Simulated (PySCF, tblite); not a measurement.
# BBrH₇NSi₂: dynamics, then NMR shifts on frames

Aim: move BBrH₇NSi₂ (`BN([SiH3])[SiH2]Br`) away from its starting geometry and see how NMR shifts follow the geometry.

The runs use tblite 0.8.0 and PySCF 2.14.0, with density-fitted response routines of our own; the level of theory stands in each step. All values are computed, except where a source is named. Atoms are numbered from 0 throughout.

**1. Starting geometry**

12 atoms, charge 0, multiplicity 1; geometry from: GFN2-xTB.

Bonds of the start (Å): B0–N1 1.41, N1–Si2 1.77, N1–Si3 1.74, Si3–Br4 2.20, B0–H5 1.17, B0–H6 1.17, Si2–H7 1.46, Si2–H8 1.47, Si2–H9 1.45, Si3–H10 1.45, Si3–H11 1.46.

**2. A short Langevin run with GFN2-xTB**

The job: settings as JSON, then the geometry in Å.

```
{"job": {"kind": "md", "xc": "GFN2-xTB", "basis": "xTB", "temperature": 200, "steps": 2000, "every": 50, "frames": 5}, "charge": 0, "multiplicity": 1}
B      0.087566     1.683413    -0.401008
N     -0.011729     0.326199    -0.044484
Si    -1.512474    -0.589760    -0.214274
Si     1.352485    -0.519489     0.630177
Br     2.018617    -2.042602    -0.813227
H      1.099048     2.252692    -0.236791
H     -0.841108     2.230302    -0.855043
H     -1.205986    -1.799431    -0.978476
H     -1.928047    -0.930915     1.150841
H     -2.471129     0.262518    -0.897712
H      2.478982     0.373440     0.813965
H      0.934974    -1.247054     1.820007
```

Level: GFN2-xTB Langevin dynamics, gas phase.

On the command line:

```bash
$ OMP_NUM_THREADS=1 python probes_run.py task.json out
```

This one command runs all jobs of the session in turn.

Log:

```text
t/fs     T/K      E/eV
    0.0   174.3   -419.12084
   25.0   149.8   -418.99924
   50.0   208.0   -418.91272
   75.0   225.2   -418.86684
  100.0   210.7   -418.88951
  125.0   207.2   -418.89835
  150.0   199.1   -418.87486
  175.0   134.4   -418.88239
  200.0   154.8   -418.98796
  225.0   133.1   -418.97105
  250.0   158.4   -418.94322
  275.0   140.4   -418.95250
  300.0   166.6   -418.89986
  325.0   217.6   -418.86538
  350.0   239.2   -418.91393
  375.0   239.1   -418.95806
  400.0   260.4   -418.89843
  425.0   189.0   -418.83607
  450.0   227.7   -418.89106
  475.0   243.5   -419.00586
  500.0   148.7   -418.97704
  525.0   173.7   -418.93548
  550.0   134.2   -418.91808
  575.0   135.5   -418.90826
  600.0   151.4   -418.88269
  625.0   153.5   -418.92112
  650.0   190.5   -418.92435
  675.0   157.8   -418.86415
  700.0   217.1   -418.94622
  725.0   237.9   -418.94021
  750.0   231.7   -418.92281
  775.0   152.3   -418.78423
  800.0   191.8   -418.78805
  825.0   256.5   -418.85661
  850.0   215.0   -418.88909
  875.0   229.0   -418.87565
  900.0   242.3   -418.97608
  925.0   168.0   -418.84649
  950.0   245.6   -418.91780
  975.0   164.2   -418.87568
 1000.0   268.4   -418.94762
```

It took 27 s on 1 thread of Intel Xeon at 2.50GHz, shared host; peak memory 0.18 GiB.

Distance from the start (root mean square after alignment): 0 fs 0.00 Å, 200 fs 0.31 Å, 400 fs 0.13 Å, 600 fs 0.41 Å, 800 fs 0.39 Å, 1000 fs 0.56 Å.

Positions (Å) and forces (eV/Å) at 1000 fs:

```xyz
12

B    -1.444    0.715    1.241   -0.512    0.361    0.336
N    -0.673   -0.344    0.725   -0.814    0.286   -0.214
Si   -1.423   -1.483   -0.420    0.197    0.152    0.343
Si    0.949   -0.462    1.262    0.726    0.272    0.145
Br    2.205   -1.254   -0.336    0.127   -0.456   -0.450
H    -0.917    1.450    2.025   -0.361   -0.207   -0.364
H    -2.622    0.832    0.949    1.048   -0.023    0.237
H    -0.898   -1.135   -1.747   -0.098   -0.132    0.087
H    -0.908   -2.760    0.115   -0.249    0.030   -0.260
H    -2.846   -1.179   -0.207    0.252   -0.369   -0.229
H     1.638    0.810    1.377   -0.204    0.275    0.237
H     1.129   -1.312    2.419   -0.109   -0.189    0.132
```

**3. Shielding tensors: 250 fs, PBE0/pcSseg-1**

The job: settings as JSON, then the geometry in Å.

```
{"job": {"kind": "nmr", "xc": "PBE0", "basis": "pcSseg-1", "pop": false}, "charge": 0, "multiplicity": 1}
B     -0.500300     1.610400    -0.641000
N     -0.421000     0.429000     0.072600
Si    -1.765600    -0.761600     0.293200
Si     1.130600     0.007500     0.785000
Br     1.870700    -1.632200    -0.385500
H      0.400300     2.352300    -0.792600
H     -1.434000     1.855700    -1.288800
H     -1.557000    -2.026700    -0.373300
H     -1.729100    -1.036000     1.748100
H     -2.910600    -0.075500    -0.175600
H      2.077100     1.106700     0.685300
H      1.062600    -0.488700     2.139200
```

With the program's defaults for keys left out, this is: GIAO PBE0/pcSseg-1 NMR shielding, non-relativistic, gas phase.

Log:

```text
coarse grid: 47760 points
cycle   1  E = -3236.0468288574  dE = -8.879e-01  |g| = 7.687e-01  |ddm| = 3.212e+00
cycle   2  E = -3236.0263660268  dE =  2.046e-02  |g| = 5.976e-01  |ddm| = 7.398e-01
cycle   3  E = -3236.0752902841  dE = -4.892e-02  |g| = 2.618e-01  |ddm| = 5.636e-01
cycle   4  E = -3236.0894281186  dE = -1.414e-02  |g| = 4.635e-02  |ddm| = 1.913e-01
cycle   5  E = -3236.0898521553  dE = -4.240e-04  |g| = 1.002e-02  |ddm| = 4.795e-02
cycle   6  E = -3236.0898789735  dE = -2.682e-05  |g| = 1.951e-03  |ddm| = 1.147e-02
cycle   7  E = -3236.0898795666  dE = -5.931e-07  |g| = 5.764e-04  |ddm| = 2.601e-03
final grid: 96736 points
cycle   8  E = -3236.0898783273  dE = -1.765e-08  |g| = 7.039e-04  |ddm| = 1.954e-03
cycle   9  E = -3236.0898783052  dE =  2.206e-08  |g| = 8.244e-04  |ddm| = 1.724e-03
cycle  10  E = -3236.0898784081  dE = -1.029e-07  |g| = 6.996e-05  |ddm| = 8.685e-04
cycle  11  E = -3236.0898784091  dE = -1.048e-09  |g| = 1.522e-05  |ddm| = 5.837e-05
cycle  12  E = -3236.0898784092  dE = -5.366e-11  |g| = 2.286e-06  |ddm| = 1.679e-05
converged SCF energy = -3236.0898784092

GIAO shielding tensors (ppm)
atom      isotropic    diamagn.    paramagn.     s11        s22        s33       span
  0 B       52.015     195.182    -143.167     17.688     25.897    112.461     94.773
  1 N      123.286     329.701    -206.414     -2.591    105.997    266.454    269.046
  2 Si     384.664     879.307    -494.642    333.530    361.431    459.033    125.503
  3 Si     351.764     878.901    -527.137    311.502    340.999    402.792     91.290
  4 Br    2628.948    3126.258    -497.310   2319.011   2694.205   2873.628    554.617
  5 H       25.943      30.698      -4.755     23.589     25.618     28.621      5.032
  6 H       26.396      31.019      -4.623     24.616     26.198     28.372      3.756
  7 H       26.769      29.501      -2.732     22.561     27.139     30.607      8.046
  8 H       26.636      28.714      -2.078     23.186     25.416     31.305      8.118
  9 H       27.361      29.673      -2.311     23.894     25.555     32.636      8.742
 10 H       26.016      28.777      -2.761     21.665     24.270     32.113     10.448
 11 H       25.974      29.018      -3.044     22.246     24.062     31.613      9.367
```

It took 45 s on 1 thread of Intel Xeon at 2.50GHz, shared host; peak memory 0.71 GiB.

The references, computed at this level on geometries of the same kind, shield at (ppm): 1H TMS 31.72, 29Si TMS 349.2, 15N NH3 267.7, 11B BF3·OEt2 100.1, 79Br HBr 2622. Their shielding less the atom's gives the shift. The references are single molecules in the gas phase, so shifts against H2O, NH3, PH3, H3PO4 or CFCl3 are not on the usual liquid scales and can be off by tens of ppm. Each atom is listed at this fixed geometry, with no averaging over motion; a spectrum would average atoms that exchange fast.

```tsv
atoms	environment	σ (ppm)	δ (ppm)
H5	hydrogen on a boron bonded to N	25.94	5.77
H11	hydrogen on a silicon bonded to Br, N	25.97	5.74
H10	hydrogen on a silicon bonded to Br, N	26.02	5.70
H6	hydrogen on a boron bonded to N	26.40	5.32
H8	hydrogen on a silicon bonded to N	26.64	5.08
H7	hydrogen on a silicon bonded to N	26.77	4.95
H9	hydrogen on a silicon bonded to N	27.36	4.36
B0	boron bonded to N, 2 H	52.0	48.1
N1	nitrogen bonded to B, 2 Si	123.3	144.4
Si3	silicon bonded to Br, N, 2 H	351.8	-2.6
Si2	silicon bonded to N, 3 H	384.7	-35.5
Br4	bromine bonded to Si	2629	-7
```

**4. Nuclear shieldings: 425 fs, PBE0/pcSseg-1**

The job: settings as JSON, then the geometry in Å.

```
{"job": {"kind": "nmr", "xc": "PBE0", "basis": "pcSseg-1", "pop": false}, "charge": 0, "multiplicity": 1}
B     -1.172300     1.270000    -0.203000
N     -0.692900     0.108300     0.376600
Si    -1.839900    -1.221900     0.768000
Si     0.989700    -0.001400     0.909600
Br     1.931200    -1.460500    -0.399300
H     -0.424100     2.221900    -0.165900
H     -2.246100     1.248400    -0.581400
H     -1.313200    -2.360300     0.048100
H     -1.533000    -1.602300     2.142000
H     -3.169300    -0.760500     0.610300
H      1.753400     1.245200     0.911000
H      0.908800    -0.772100     2.212700
```

With the program's defaults for keys left out, this is: GIAO PBE0/pcSseg-1 NMR shielding, non-relativistic, gas phase.

Log:

```text
coarse grid: 47760 points
cycle   1  E = -3236.0382707991  dE = -9.225e-01  |g| = 7.771e-01  |ddm| = 3.234e+00
cycle   2  E = -3236.0116470005  dE =  2.662e-02  |g| = 6.299e-01  |ddm| = 7.850e-01
cycle   3  E = -3236.0685602382  dE = -5.691e-02  |g| = 2.780e-01  |ddm| = 5.932e-01
cycle   4  E = -3236.0845053232  dE = -1.595e-02  |g| = 4.360e-02  |ddm| = 1.984e-01
cycle   5  E = -3236.0848745326  dE = -3.692e-04  |g| = 1.129e-02  |ddm| = 4.930e-02
cycle   6  E = -3236.0849089851  dE = -3.445e-05  |g| = 2.163e-03  |ddm| = 1.364e-02
cycle   7  E = -3236.0849097144  dE = -7.292e-07  |g| = 6.066e-04  |ddm| = 2.923e-03
final grid: 96736 points
cycle   8  E = -3236.0849360792  dE = -2.199e-08  |g| = 7.287e-04  |ddm| = 2.121e-03
cycle   9  E = -3236.0849360630  dE =  1.626e-08  |g| = 8.382e-04  |ddm| = 1.763e-03
cycle  10  E = -3236.0849361637  dE = -1.008e-07  |g| = 5.324e-05  |ddm| = 8.858e-04
cycle  11  E = -3236.0849361643  dE = -6.139e-10  |g| = 1.806e-05  |ddm| = 5.468e-05
converged SCF energy = -3236.0849361643

GIAO shielding tensors (ppm)
atom      isotropic    diamagn.    paramagn.     s11        s22        s33       span
  0 B       53.522     197.524    -144.002     18.380     32.151    110.035     91.655
  1 N      109.799     330.959    -221.160    -27.294    105.779    250.912    278.206
  2 Si     385.613     879.901    -494.288    317.378    373.138    466.321    148.943
  3 Si     352.597     878.248    -525.651    306.201    353.024    398.564     92.363
  4 Br    2605.287    3126.280    -520.993   2299.286   2722.970   2793.605    494.319
  5 H       25.987      30.548      -4.561     22.834     25.189     29.938      7.104
  6 H       26.702      32.130      -5.428     23.625     26.319     30.162      6.537
  7 H       26.499      29.711      -3.212     22.017     27.168     30.311      8.294
  8 H       26.882      29.502      -2.620     23.585     26.082     30.979      7.394
  9 H       27.298      29.550      -2.252     23.877     25.685     32.332      8.455
 10 H       25.697      28.062      -2.365     21.285     23.946     31.859     10.574
 11 H       25.029      28.275      -3.247     21.476     23.523     30.087      8.610
```

It took 44 s on 1 thread of Intel Xeon at 2.50GHz, shared host; peak memory 0.83 GiB.

In short: δ B0 46.5, N1 157.9, Si3 -3.4, Si2 -36.5, H11 6.69, H10 6.02 ppm.

**5. Nuclear shieldings: 625 fs, PBE0/pcSseg-1**

The job: settings as JSON, then the geometry in Å.

```
{"job": {"kind": "nmr", "xc": "PBE0", "basis": "pcSseg-1", "pop": false}, "charge": 0, "multiplicity": 1}
B     -1.354400     1.102100     0.317700
N     -0.767900    -0.101800     0.727800
Si    -1.649200    -1.622900     0.637300
Si     0.966300    -0.194300     1.025200
Br     2.003600    -1.176200    -0.641900
H     -0.692400     2.057600    -0.005000
H     -2.520000     1.225200     0.377600
H     -1.607400    -2.135300    -0.780400
H     -0.916300    -2.542900     1.503700
H     -3.092000    -1.380300     0.906200
H      1.435200     1.199100     1.246300
H      1.305800    -1.113300     2.179600
```

Method: GIAO PBE0/pcSseg-1 NMR shielding, non-relativistic, gas phase.

Log:

```text
coarse grid: 47760 points
cycle   1  E = -3236.0520154327  dE = -9.942e-01  |g| = 7.719e-01  |ddm| = 3.183e+00
cycle   2  E = -3236.0297948383  dE =  2.222e-02  |g| = 6.065e-01  |ddm| = 7.308e-01
cycle   3  E = -3236.0811417923  dE = -5.135e-02  |g| = 2.610e-01  |ddm| = 5.627e-01
cycle   4  E = -3236.0951604609  dE = -1.402e-02  |g| = 4.455e-02  |ddm| = 1.936e-01
cycle   5  E = -3236.0955549651  dE = -3.945e-04  |g| = 1.132e-02  |ddm| = 5.092e-02
cycle   6  E = -3236.0955891484  dE = -3.418e-05  |g| = 2.145e-03  |ddm| = 1.350e-02
cycle   7  E = -3236.0955898495  dE = -7.010e-07  |g| = 6.129e-04  |ddm| = 2.912e-03
final grid: 96736 points
cycle   8  E = -3236.0956264124  dE = -2.715e-08  |g| = 7.364e-04  |ddm| = 2.106e-03
cycle   9  E = -3236.0956263908  dE =  2.160e-08  |g| = 8.736e-04  |ddm| = 1.849e-03
cycle  10  E = -3236.0956265050  dE = -1.142e-07  |g| = 7.104e-05  |ddm| = 9.140e-04
cycle  11  E = -3236.0956265061  dE = -1.081e-09  |g| = 2.174e-05  |ddm| = 6.859e-05
cycle  12  E = -3236.0956265062  dE = -1.073e-10  |g| = 2.862e-06  |ddm| = 2.136e-05
converged SCF energy = -3236.0956265062

GIAO shielding tensors (ppm)
atom      isotropic    diamagn.    paramagn.     s11        s22        s33       span
  0 B       48.542     195.726    -147.184     14.201     19.004    112.420     98.219
  1 N      132.633     330.984    -198.351     16.004    117.941    263.952    247.948
  2 Si     391.572     878.894    -487.323    337.204    376.979    460.532    123.328
  3 Si     353.195     878.295    -525.099    326.560    333.362    399.664     73.105
  4 Br    2588.756    3126.596    -537.841   2289.865   2641.089   2835.313    545.448
  5 H       25.598      30.613      -5.015     23.066     25.235     28.494      5.428
  6 H       25.983      30.773      -4.791     23.983     25.756     28.210      4.227
  7 H       26.300      28.731      -2.432     22.567     25.672     30.660      8.093
  8 H       26.645      28.605      -1.960     23.050     26.116     30.768      7.718
  9 H       26.305      28.059      -1.754     23.316     24.408     31.191      7.874
 10 H       25.637      28.331      -2.694     21.323     24.255     31.331     10.008
 11 H       25.093      27.565      -2.472     21.101     23.396     30.782      9.681
```

Wall time 41 s (1 thread of Intel Xeon at 2.50GHz, shared host); peak memory 0.8 GiB.

Key values: δ B0 51.5, N1 135.1, Si3 -4.0, Si2 -42.4, H11 6.62, H5 6.12 ppm.

**6. NMR shieldings: 800 fs, PBE0/pcSseg-1**

The job: settings as JSON, then the geometry in Å.

```
{"job": {"kind": "nmr", "xc": "PBE0", "basis": "pcSseg-1", "pop": false}, "charge": 0, "multiplicity": 1}
B     -1.237900     1.318700     0.176500
N     -0.644800     0.027700     0.328500
Si    -1.534200    -1.498200     0.146100
Si     0.951900    -0.164100     1.053000
Br     2.105700    -1.220700    -0.544400
H     -0.687600     2.246000     0.525900
H     -2.221300     1.369800    -0.379500
H     -1.092300    -1.968300    -1.219100
H     -0.925700    -2.380600     1.202100
H     -3.012200    -1.312100     0.207800
H      1.438500     1.139200     1.265000
H      1.218500    -0.971800     2.313400
```

Level: GIAO PBE0/pcSseg-1 NMR shielding, non-relativistic, gas phase.

Log:

```text
coarse grid: 47760 points
cycle   1  E = -3236.0394703930  dE = -1.009e+00  |g| = 7.708e-01  |ddm| = 3.176e+00
cycle   2  E = -3236.0153843123  dE =  2.409e-02  |g| = 6.115e-01  |ddm| = 7.949e-01
cycle   3  E = -3236.0690417481  dE = -5.366e-02  |g| = 2.746e-01  |ddm| = 5.978e-01
cycle   4  E = -3236.0845323836  dE = -1.549e-02  |g| = 4.678e-02  |ddm| = 1.995e-01
cycle   5  E = -3236.0849812864  dE = -4.489e-04  |g| = 1.269e-02  |ddm| = 5.495e-02
cycle   6  E = -3236.0850232989  dE = -4.201e-05  |g| = 2.273e-03  |ddm| = 1.492e-02
cycle   7  E = -3236.0850240709  dE = -7.720e-07  |g| = 6.476e-04  |ddm| = 3.186e-03
final grid: 96736 points
cycle   8  E = -3236.0849603673  dE = -2.672e-08  |g| = 7.907e-04  |ddm| = 2.389e-03
cycle   9  E = -3236.0849603400  dE =  2.730e-08  |g| = 9.391e-04  |ddm| = 2.085e-03
cycle  10  E = -3236.0849604786  dE = -1.385e-07  |g| = 7.299e-05  |ddm| = 1.043e-03
cycle  11  E = -3236.0849604797  dE = -1.185e-09  |g| = 2.173e-05  |ddm| = 7.049e-05
cycle  12  E = -3236.0849604798  dE = -1.087e-10  |g| = 3.099e-06  |ddm| = 2.165e-05
converged SCF energy = -3236.0849604798

GIAO shielding tensors (ppm)
atom      isotropic    diamagn.    paramagn.     s11        s22        s33       span
  0 B       49.618     196.409    -146.791     12.346     21.236    115.270    102.924
  1 N      128.638     329.400    -200.762     -2.933    120.233    268.612    271.545
  2 Si     385.627     878.906    -493.279    341.242    380.443    435.196     93.954
  3 Si     342.111     878.647    -536.536    298.524    327.206    400.603    102.079
  4 Br    2599.384    3126.375    -526.991   2262.078   2676.158   2859.916    597.839
  5 H       26.530      31.950      -5.419     23.192     26.791     29.608      6.415
  6 H       26.726      31.998      -5.272     23.675     26.805     29.700      6.025
  7 H       25.697      28.697      -2.999     21.493     25.862     29.736      8.243
  8 H       26.248      28.141      -1.893     22.722     25.914     30.107      7.385
  9 H       26.238      28.045      -1.807     23.009     24.498     31.209      8.200
 10 H       26.569      30.108      -3.538     22.401     24.880     32.428     10.026
 11 H       24.913      27.425      -2.512     21.312     23.001     30.428      9.116
```

It took 40 s on 1 thread of Intel Xeon at 2.50GHz, shared host; peak memory 0.87 GiB.

In short: δ B0 50.5, N1 139.1, Si3 7.0, Si2 -36.5, H11 6.80, H7 6.02 ppm.

**7. NMR shieldings: 1000 fs, PBE0/pcSseg-1**

The job: settings as JSON, then the geometry in Å.

```
{"job": {"kind": "nmr", "xc": "PBE0", "basis": "pcSseg-1", "pop": false}, "charge": 0, "multiplicity": 1}
B     -1.443900     0.714700     1.241300
N     -0.673300    -0.344200     0.724900
Si    -1.422600    -1.483000    -0.419800
Si     0.949400    -0.461600     1.262300
Br     2.205100    -1.254300    -0.336100
H     -0.917000     1.449700     2.025100
H     -2.621700     0.831500     0.949300
H     -0.897600    -1.134800    -1.746600
H     -0.907900    -2.760100     0.115000
H     -2.846500    -1.179200    -0.207500
H      1.638000     0.810000     1.377300
H      1.128600    -1.311700     2.418600
```

Level: GIAO PBE0/pcSseg-1 NMR shielding, non-relativistic, gas phase.

Log:

```text
coarse grid: 47760 points
cycle   1  E = -3236.0463693608  dE = -9.141e-01  |g| = 7.737e-01  |ddm| = 3.186e+00
cycle   2  E = -3236.0221375267  dE =  2.423e-02  |g| = 6.180e-01  |ddm| = 7.351e-01
cycle   3  E = -3236.0750231947  dE = -5.289e-02  |g| = 2.674e-01  |ddm| = 5.766e-01
cycle   4  E = -3236.0897568329  dE = -1.473e-02  |g| = 4.173e-02  |ddm| = 1.996e-01
cycle   5  E = -3236.0900926480  dE = -3.358e-04  |g| = 1.041e-02  |ddm| = 4.584e-02
cycle   6  E = -3236.0901223999  dE = -2.975e-05  |g| = 1.872e-03  |ddm| = 1.181e-02
cycle   7  E = -3236.0901229324  dE = -5.325e-07  |g| = 5.505e-04  |ddm| = 2.332e-03
final grid: 96736 points
cycle   8  E = -3236.0901432979  dE = -2.623e-08  |g| = 6.542e-04  |ddm| = 1.791e-03
cycle   9  E = -3236.0901432871  dE =  1.077e-08  |g| = 7.436e-04  |ddm| = 1.480e-03
cycle  10  E = -3236.0901433620  dE = -7.484e-08  |g| = 3.774e-05  |ddm| = 7.292e-04
cycle  11  E = -3236.0901433623  dE = -2.901e-10  |g| = 1.456e-05  |ddm| = 4.232e-05
converged SCF energy = -3236.0901433623

GIAO shielding tensors (ppm)
atom      isotropic    diamagn.    paramagn.     s11        s22        s33       span
  0 B       52.128     196.252    -144.124     17.440     28.990    109.952     92.512
  1 N      134.406     330.762    -196.356     -0.022    142.830    260.411    260.434
  2 Si     378.285     879.317    -501.033    321.998    388.344    424.512    102.514
  3 Si     370.672     879.167    -508.495    329.096    367.033    415.886     86.789
  4 Br    2668.633    3126.864    -458.231   2379.598   2722.953   2903.347    523.749
  5 H       26.002      30.092      -4.090     23.208     25.306     29.492      6.284
  6 H       25.485      30.021      -4.536     23.512     24.988     27.955      4.443
  7 H       26.363      29.561      -3.197     22.235     26.376     30.480      8.245
  8 H       26.252      28.508      -2.256     22.423     26.001     30.331      7.908
  9 H       26.452      29.129      -2.677     23.061     25.268     31.027      7.965
 10 H       25.528      29.303      -3.775     19.900     24.600     32.082     12.182
 11 H       26.090      28.189      -2.099     21.463     24.721     32.086     10.623
```

Run time: 41 s. Hardware: 1 thread of Intel Xeon at 2.50GHz, shared host; peak memory 0.87 GiB.

Key values: δ B0 47.9, N1 133.3, Si3 -21.5, Si2 -29.1, H6 6.23, H10 6.19 ppm.

**8. Comparing the runs: NMR shifts**

Shifts (ppm) of some atoms, chosen among heavy atoms and hydrogens apart, with basis size and wall time:

```tsv
frame	H11	H6	B0	N1	Si3	Si2	Br4	functions	time
250 fs	5.74	5.32	48.1	144.4	-2.6	-35.5	-7	158	45 s
425 fs	6.69	5.01	46.5	157.9	-3.4	-36.5	17	158	44 s
625 fs	6.62	5.73	51.5	135.1	-4.0	-42.4	33	158	41 s
800 fs	6.80	4.99	50.5	139.1	7.0	-36.5	23	158	40 s
1000 fs	5.63	6.23	47.9	133.3	-21.5	-29.1	-47	158	41 s
```

**9. Summary of results**

| quantity | value |
| --- | --- |
| thermostat | 200 K |
| mean temperature, second half | 194 K |
| mean potential energy above the minimum | 0.22 eV |
| 1H shifts against TMS (PBE0/pcSseg-1, 250 fs) | 5.77, 5.74, 5.70, 5.32, 5.08, 4.95, 4.36 ppm |
| 11B shifts against BF3·OEt2 (PBE0/pcSseg-1, 250 fs) | 48.1 ppm |
| 15N shifts against NH3 (PBE0/pcSseg-1, 250 fs) | 144.4 ppm |
| 29Si shifts against TMS (PBE0/pcSseg-1, 250 fs) | -2.6, -35.5 ppm |
| 79Br shifts against HBr (PBE0/pcSseg-1, 250 fs) | -7 ppm |
| range of the shift of Br4 | -47 to 33 ppm |

In the second half the potential energy averages 0.22 eV above the minimum; equipartition over 30 harmonic modes at 200 K would give 0.26 eV. With 12 atoms the temperature swings widely (133 to 268 K). Shifts at one fixed geometry are not the observed spectrum, which averages over the motion. In the first frame run (250 fs): The widest tensor belongs to Br4: span 555 ppm, with a paramagnetic part of -497 ppm. In ppm, Br4 moves most: its shift spreads over 80 ppm, from -47 (1000 fs) to 33 (625 fs). Spin-orbit coupling is left out, which matters for shieldings and couplings at and beside the heavy atoms.
